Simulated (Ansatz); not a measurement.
**Nb12HCl in Ansatz: the effect of dispersion**

The system is Nb12HCl, a slab with vacuum.

```
Nb Cl H
1.0
     5.76409    0.00000    0.00000
    -1.92136    5.43444    0.00000
     0.00000    0.00000   23.98916
Nb Cl H
12 1 1
Direct
  0.25000 0.25000 0.33348
  0.25000 0.75000 0.33348
  0.75000 0.25000 0.33348
  0.75000 0.75000 0.33348
  0.50000 0.50000 0.43158
  0.50000 0.00000 0.43158
  0.00000 0.50000 0.43158
  0.00000 0.00000 0.43158
  0.75000 0.75000 0.52967
  0.75000 0.25000 0.52967
  0.25000 0.75000 0.52967
  0.25000 0.25000 0.52967
  0.25000 0.25000 0.65556
  0.25000 0.25000 0.70904
```

The cell isn't the ideal one: HCl (upright) over a top site of the (1 1 0) slab of Nb, cut from the database cell, not relaxed.

Alike in all runs:

```yaml
Program: Ansatz 0.2.0
Task: relaxation of the atoms
Functional: PBE
Potentials_or_basis: Ansatz PAW
Cutoff: "420 eV (not typed: the program's choice for these potentials)"
k_mesh: 5 × 5 × 1
Occupations: fermi-dirac, width 0.05 eV
Spin: no spin polarisation
```

Each run relaxes the cell or the atoms first.

```tsv
dispersion	work function (eV)
none	?
D3(BJ)	3.34
D3(BJ)-ATM	3.35
D4	3.38
```

Problem. What does the run with dispersion none give?

Solution. Work function 3.46 eV.
